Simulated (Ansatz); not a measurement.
**InH2F: a ladder of functionals and wavefunction methods**

One table from this session's results is given with a row withheld; the runs are named, their logs left out.

Method: functionals in def2-TZVPP, the program's frozen cores in correlated methods; program: Ansatz 0.2.0, Gaussian basis.

The runs, in order: LDA (SPW92), PBE-D4, revPBE-D4, BLYP-D4, r2SCAN-D4, B97M-V, PBE0-D4, B3LYP-D4, r2SCANh-D4, r2SCAN0-D4, HSE06-D4, BHLYP-D4, CAM-B3LYP-D4, LC-ωPBE, ωB97X-V, ωB97M-V, B2PLYP, PBE-QIDH; CCSD(T)/def2-SVP; CCSD(T)/def2-TZVPP; CCSD(T)/def2-QZVPP; extrapolation to the limit; RPA on PBE.

### The relaxed structure

An earlier PBE0-D4 in a triple-zeta def2 set relaxation fixed the geometry. In takes the def2 core potential; no spin-orbit term is included.

SMILES `[F][InH2]`, 4 atoms, charge 0, spin multiplicity 1.

Atoms are counted from 1 here; the program's logs count them from 0.

Bond lengths: F1–In2 1.961 Å, In2–H3 1.702 Å, In2–H4 1.702 Å. Angles: F1–In2–H3 110.4°, F1–In2–H4 110.4°, H3–In2–H4 139.2°.

The first run:

Input file in.yaml:

```yaml
crystal:
  periodic: [false, false, false]
  atoms:
    - {symbol: F, position_ang: [-1.631792, -0.629380, 0.188604]}
    - {symbol: In, position_ang: [0.194444, 0.052342, -0.026332]}
    - {symbol: H, position_ang: [1.304304, -0.965071, 0.767877]}
    - {symbol: H, position_ang: [0.188643, 1.481908, -0.950449]}
basis:
  gaussian: {orbitals: def2-TZVPP}
hamiltonian: {xc: lda}
output: {orbitals: {seedname: orbitals}}
```

Among the steps run: LDA; PBE-D4 (GGA); revPBE-D4 (GGA); BLYP-D4 (GGA); r2SCAN-D4 (meta-GGA); B97M-V (meta-GGA); PBE0-D4 (hybrid); B3LYP-D4 (hybrid); r2SCANh-D4 (hybrid); r2SCAN0-D4 (hybrid); HSE06-D4 (hybrid); BHLYP-D4 (hybrid); CAM-B3LYP-D4 (range-separated); LC-ωPBE-D4 (range-separated; the results give it without D4); ωB97X-V (range-separated); ωB97M-V (range-separated); B2PLYP (double hybrid); PBE-QIDH (double hybrid).

One table of the session follows, with a row left open; its other results are not shown here.

It belongs to the step «Orbital energies across the functionals». 

```
  functional  HOMO (eV)  LUMO (eV)  gap (eV)
 LDA (SPW92)      -7.43      -2.82      4.61
      PBE-D4      -7.28      -2.55      4.73
   revPBE-D4      -7.22      -2.44      4.78
     BLYP-D4      -7.22      -2.56      4.66
   r2SCAN-D4      -7.64      -2.24      5.40
      B97M-V      -7.76      -2.55      5.21
     PBE0-D4          ?          ?         ?
    B3LYP-D4      -8.55      -2.15      6.40
  r2SCANh-D4      -8.19      -2.00      6.20
  r2SCAN0-D4      -8.97      -1.64      7.33
    HSE06-D4      -8.34      -2.19      6.15
    BHLYP-D4     -10.02      -1.25      8.77
CAM-B3LYP-D4     -10.15      -1.07      9.08
     LC-ωPBE     -11.45       0.08     11.53
     ωB97X-V     -11.12      -0.05     11.08
     ωB97M-V     -10.97      -0.36     10.61
```

Q: Estimate the row for PBE0-D4 from the others.

The run gave: HOMO (eV): -8.74; LUMO (eV): -1.83; gap (eV): 6.91. In the column «HOMO (eV)» it lies between r2SCAN0-D4 (-8.97) and B3LYP-D4 (-8.55).
